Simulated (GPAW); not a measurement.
# ZrB (Fm-3m) in GPAW: a series of runs, part 2 of 2

GPAW 26.7.0. Earlier steps stand in the parts before.

## Step 4: Single point, PBE+U

run.py reads:

```python
from ase.dft.bandgap import bandgap
from ase.io import write
from ase.spacegroup import crystal
from ase.units import GPa
from gpaw import GPAW, PW

# Zr 4a
# B 4b
atoms = crystal(['Zr', 'B'],
                basis=[[0.0, 0.0, 0.0],
                       [0.5, 0.0, 0.0]],
                spacegroup=225, setting=1,  # Fm-3m
                cellpar=[4.65, 4.65, 4.65, 90.0, 90.0, 90.0],
                primitive_cell=True)

calc = GPAW(mode=PW(550),
            xc='PBE',
            kpts={'size': (8, 8, 8), 'gamma': True},
            occupations={'name': 'fermi-dirac', 'width': 0.05},
            setups={'Zr': ':d,1.0'},
            nbands=17,
            maxiter=120,
            txt='gpaw.txt')
atoms.calc = calc
energy = atoms.get_potential_energy()
forces = atoms.get_forces()
stress = atoms.get_stress()
calc.write('gs.gpw')
write('result.traj', atoms)
print(f'Energy: {energy:.6f} eV')
print('Forces (eV/A):')
print(forces.round(4))
print('Stress (GPa):', (stress / GPa).round(3))
print('Fermi level:', round(calc.get_fermi_level(), 4), 'eV')
print(f'Gap: {bandgap(calc)[0]:.4f} eV, direct: {bandgap(calc, direct=True)[0]:.4f} eV')
```

Potentials or basis: GPAW PAW data sets (gpaw-data 1.2.1), pw.

Launch:

```console
$ OMP_NUM_THREADS=1 python run.py
```

gpaw.txt:

```text
__  _  _
 | _ |_)|_||  |
 |__||  | ||/\| - 26.7.0

Input parameters:
  mode=PW(ecut=550.0),
  kpts=MonkhorstPack(size=(8, 8, 8), gamma=True),
  maxiter=120,
  nbands=17,
  occupations=Occupations(name='fermi-dirac', width=0.05),
  setups={'Zr': ':d,1.0'},
  xc=XC(name='PBE')

Diagonalizing LCAO Hamiltonian
Converting LCAO to pw mode

               B

       Zr

Atoms  # Å, Bohr magnetons
|   | symbol |        x |        y |        z |    initial magnetic moments |
|---|--------|----------|----------|----------|-----------------------------|
| 0 |     Zr | 0.000000 | 0.000000 | 0.000000 | ( 0.0000,  0.0000,  0.0000) |
| 1 |      B | 2.325000 | 2.325000 | 2.325000 | ( 0.0000,  0.0000,  0.0000) |

Unit cell  # Å
| periodic |        x |        y |        z |  lengths |    angles |
|----------|----------|----------|----------|----------|-----------|
|      yes | 0.000000 | 2.325000 | 2.325000 | 3.288047 | 60.000000 |
|      yes | 2.325000 | 0.000000 | 2.325000 | 3.288047 | 60.000000 |
|      yes | 2.325000 | 2.325000 | 0.000000 | 3.288047 | 60.000000 |

Number of symmetries: 48
Symmetry operations  # r_c * U_cc + t_c -> r_c
|    | kind |            matrix            |
|----|------|------------------------------|
|  0 |  σ   |  1, 0, 0,  1, 0,-1,  1,-1, 0 |
|  1 |  C2  |  1, 0, 0,  1,-1, 0,  1, 0,-1 |
|  2 |  E   |  1, 0, 0,  0, 1, 0,  0, 0, 1 |
|  3 |  σ   |  1, 0, 0,  0, 0, 1,  0, 1, 0 |
|  4 |  C4  |  1, 0,-1,  1, 0, 0,  1,-1, 0 |
|  5 |  S6  |  1, 0,-1,  1,-1, 0,  1, 0, 0 |
|  6 |  σ   |  1, 0,-1,  0, 1,-1,  0, 0,-1 |
|  7 |  C3  |  1, 0,-1,  0, 0,-1,  0, 1,-1 |
|  8 |  S6  |  1,-1, 0,  1, 0, 0,  1, 0,-1 |
|  9 |  C4  |  1,-1, 0,  1, 0,-1,  1, 0, 0 |
| 10 |  C3  |  1,-1, 0,  0,-1, 1,  0,-1, 0 |
| 11 |  σ   |  1,-1, 0,  0,-1, 0,  0,-1, 1 |
| 12 |  σ   |  0, 1, 0,  1, 0, 0,  0, 0, 1 |
| 13 |  C4  |  0, 1, 0,  0, 1,-1, -1, 1, 0 |
| 14 |  C3  |  0, 1, 0,  0, 0, 1,  1, 0, 0 |
| 15 |  S6  |  0, 1, 0, -1, 1, 0,  0, 1,-1 |
| 16 |  C2  |  0, 1,-1,  1, 0,-1,  0, 0,-1 |
| 17 |  σ   |  0, 1,-1,  0, 1, 0, -1, 1, 0 |
| 18 |  S4  |  0, 1,-1,  0, 0,-1,  1, 0,-1 |
| 19 |  C4  |  0, 1,-1, -1, 1, 0,  0, 1, 0 |
| 20 |  C3  |  0, 0, 1,  1, 0, 0,  0, 1, 0 |
| 21 |  σ   |  0, 0, 1,  0, 1, 0,  1, 0, 0 |
| 22 |  S6  |  0, 0, 1,  0,-1, 1, -1, 0, 1 |
| 23 |  C4  |  0, 0, 1, -1, 0, 1,  0,-1, 1 |
| 24 |  S4  |  0, 0,-1,  1, 0,-1,  0, 1,-1 |
| 25 |  C3  |  0, 0,-1,  0, 1,-1,  1, 0,-1 |
| 26 |  C2  |  0, 0,-1,  0,-1, 0, -1, 0, 0 |
| 27 |  S6  |  0, 0,-1, -1, 0, 0,  0,-1, 0 |
| 28 |  S4  |  0,-1, 1,  1,-1, 0,  0,-1, 0 |
| 29 |  C4  |  0,-1, 1,  0, 0, 1, -1, 0, 1 |
| 30 |  C2  |  0,-1, 1,  0,-1, 0,  1,-1, 0 |
| 31 |  σ   |  0,-1, 1, -1, 0, 1,  0, 0, 1 |
| 32 |  C3  |  0,-1, 0,  1,-1, 0,  0,-1, 1 |
| 33 |  S6  |  0,-1, 0,  0, 0,-1, -1, 0, 0 |
| 34 |  S4  |  0,-1, 0,  0,-1, 1,  1,-1, 0 |
| 35 |  C2  |  0,-1, 0, -1, 0, 0,  0, 0,-1 |
| 36 |  C2  | -1, 1, 0,  0, 1, 0,  0, 1,-1 |
| 37 |  S6  | -1, 1, 0,  0, 1,-1,  0, 1, 0 |
| 38 |  S4  | -1, 1, 0, -1, 0, 1, -1, 0, 0 |
| 39 |  C3  | -1, 1, 0, -1, 0, 0, -1, 0, 1 |
| 40 |  S6  | -1, 0, 1,  0, 0, 1,  0,-1, 1 |
| 41 |  C2  | -1, 0, 1,  0,-1, 1,  0, 0, 1 |
| 42 |  C3  | -1, 0, 1, -1, 1, 0, -1, 0, 0 |
| 43 |  S4  | -1, 0, 1, -1, 0, 0, -1, 1, 0 |
| 44 |  C2  | -1, 0, 0,  0, 0,-1,  0,-1, 0 |
| 45 |  i   | -1, 0, 0,  0,-1, 0,  0, 0,-1 |
| 46 |  σ   | -1, 0, 0, -1, 1, 0, -1, 0, 1 |
| 47 |  C2  | -1, 0, 0, -1, 0, 1, -1, 1, 0 |

BZ-sampling:
  Number of BZ points: 512
  Number of IBZ points: 29

  Monkhorst-Pack size: [8, 8, 8]
  Monkhorst-Pack shift: [0.0625, 0.0625, 0.0625]

K-points  # in reciprocal-cell coordinates
|     |                                coordinates |     weight |
|-----|--------------------------------------------|------------|
|   0 | (  0.00000000,   0.00000000,   0.00000000) | 0.00195312 |
|   1 | (  0.12500000,   0.12500000,   0.00000000) | 0.01171875 |
|   2 | (  0.12500000,   0.12500000,   0.12500000) | 0.01562500 |
|   3 | (  0.25000000,   0.12500000,   0.12500000) | 0.02343750 |
|   4 | (  0.25000000,   0.25000000,   0.00000000) | 0.01171875 |
|   5 | (  0.25000000,   0.25000000,   0.12500000) | 0.04687500 |
|   6 | (  0.25000000,   0.25000000,   0.25000000) | 0.01562500 |
|   7 | (  0.37500000,   0.25000000,  -0.37500000) | 0.04687500 |
|   8 | (  0.37500000,   0.25000000,   0.12500000) | 0.04687500 |
|   9 | (  0.37500000,   0.25000000,   0.25000000) | 0.04687500 |
| ... |                                            |            |
|  28 | (  0.50000000,   0.50000000,   0.50000000) | 0.00781250 |

Plane wave coefficients: 754
Cutoff: 550.0 eV

Spin-components: 1 (collinear spins)
Bands:           17
Projectors:      11
Spin-degeneracy: 2
Datatype:        complex128

Parallelization:
  kpt:    1
  domain: 1
  band:   1

Density:
  Valence electrons: 15.0
  Components: 1
  Grid points: [18 18 18]
  Charge: 0.0  # |e|

Potential:
  Grid points: [18 18 18]

species:
  Zr:
    name:    Zirconium
    Z:       40.0
    valence: 12
    core:    28
    charge:  0.0  # [|e|]
    Hubbard: {U: 1.0,  # eV
              l: 2,
              scale: True}
    compensation charges:
      type: gauss
      rc: 0.40  # [Å]
      lmax: 2
    cutoffs:
      filter: 2.39  # [Å]
      core: 1.59  # [Å]
    projectors
    | kind |    occ | energy [eV] | rcut [Å] |
    |------|--------|-------------|----------|
    |   4s |  2.000 |     -54.478 |    1.323 |
    |   5s |  2.000 |      -4.438 |    1.323 |
    |   4p |  6.000 |     -32.467 |    1.334 |
    |   5p |  0.000 |      -1.470 |    1.334 |
    |   4d |  2.000 |      -3.600 |    1.244 |
    |    d |        |      23.611 |    1.244 |

    Using partial waves for Zr as LCAO basis

  B:
    name:    Boron
    Z:       5.0
    valence: 3
    core:    2
    charge:  0.0  # [|e|]
    compensation charges:
      type: gauss
      rc: 0.20  # [Å]
      lmax: 2
    cutoffs:
      filter: 1.14  # [Å]
      core: 1.38  # [Å]
    projectors
    | kind |    occ | energy [eV] | rcut [Å] |
    |------|--------|-------------|----------|
    |   2s |  2.000 |      -9.443 |    0.635 |
    |   2p |  1.000 |      -3.606 |    0.635 |
    |    s |        |      17.768 |    0.635 |
    |    p |        |      23.605 |    0.635 |
    |    d |        |       0.000 |    0.635 |

    Using partial waves for B as LCAO basis

Reference energy: -98563.060802  # eV

eigensolver:
  PPCG
  Converge bands: occupied
  niter=2

density mixing:
  MSR1-Mixer
  Pratt-step length: 0.05
  Maximum mixing coefficient: 0.75
  Old densities: 10
  SVD Regularization: 0.005
  Good broyden scale: 1.0
  Trust region scale: 1.0
  Backstep threshold: 4.0
  History deletion threshold: 6.0
  Fourier metric: weight=20.0, sigma=0.015

occupation numbers:
  Fermi-Dirac:
    width: 0.0500  # eV

poisson solver:
  ecut: 4400.0  # eV

xc functional:
  name: PBE with 2 nearest neighbor stencil

convergence criteria:
- Maximum [total energy] change in last 3 cyles: 0.0005 eV / valence electron
- Maximum integral of absolute [dens]ity change: 0.0001 electrons / valence electron
- Maximum integral of absolute [eigenst]ate change: 4e-08 eV^2 / valence electron
maximum number of iterations: 120

SCF iterations
|iter     | |      energy | eigst |  dens |
|---------|-|-------------|-------|-------|
|iter:   1| |  -14.540392 | +0.12 |       |
|iter:   2| |  -14.306782 | -1.81 | -0.96 |
|iter:   3| |  -13.578009 | -1.20 | -1.01 |
|iter:   4| |  -13.593285 | -3.07 | -1.80 |
|iter:   5| |  -13.599997 | -3.71 | -2.08 |
|iter:   6| |  -13.600007c| -6.13 | -3.45 |
|iter:   7| |  -13.600013c| -6.83 | -3.84 |
|iter:   8| |  -13.600013c| -8.17c| -5.09c|

Converged in 8 steps
Energy contributions relative to reference atoms: (reference = -98563.060802)

Energy contributions:
  Kinetic:          28.402037
  Coulomb:         -25.241469
  Zero:              0.376303
  External:          0.000000
  Xc:              -17.131978
  Entropy:          -0.009813
  Spinorbit:         0.000000
  ----------------------------
  Free energy:     -13.604919
  Extrapolated:    -13.600013

dipole moment: (-16.925825, -16.925825, -16.925825)  # |e|*Ang

Fermi level: 10.250
Eigenvalues  # (at kpt = [0.000, 0.000, 0.000])
| band index |      eig [eV] | occ [0-2] |
|------------|---------------|-----------|
|          0 |       -36.813 |     2.000 |
|          1 |       -14.557 |     2.000 |
|          2 |       -14.557 |     2.000 |
|          3 |       -14.557 |     2.000 |
|          4 |         1.794 |     2.000 |
|          5 |        12.276 |     0.000 |
|          6 |        12.276 |     0.000 |
|          7 |        12.276 |     0.000 |
|          8 |        13.946 |     0.000 |
|          9 |        13.946 |     0.000 |
|         10 |        13.982 |     0.000 |
|         11 |        13.982 |     0.000 |
|         12 |        13.982 |     0.000 |
|        ... |               |           |
|         16 |        34.013 |     0.000 |

No gap
No difference between direct/indirect transitions

Forces  # eV/Ang
|       x |        y |        z |
|---------|----------|----------|
| 0.00000 | -0.00000 | -0.00000 |  # Zr   0
| 0.00000 |  0.00000 |  0.00000 |  # B    1

Stress tensor  # eV/Ang^3
|         x |         y |         z |
|-----------|-----------|-----------|
| -0.231489 |  0.000000 |  0.000000 |
|  0.000000 | -0.231489 | -0.000000 |
|  0.000000 | -0.000000 | -0.231489 |

# Writing to gs.gpw (mode='')
```

It took 6.8 s on 1 thread of Arm Neoverse V2, shared host; peak memory 0.14 GiB.

The run converged, but some of its settings lie outside the range that counts as converged, so its numbers aren't taken as properties of the crystal.

Results:

```yaml
Free_energy: -13.6049 eV
Pressure: 37.1 GPa
Band_gap_on_the_k_mesh: none (metal or under the smearing width)
```

Caveat: the cutoff is short for stress and forces, so pressures can be off by a GPa or more; a pressure of tens of GPa on the cell as given is suspect, and the run, the potentials or the cell itself is likely at fault; U without spin polarisation on a metal has little footing; the U is typed as a test and isn't derived for this compound.
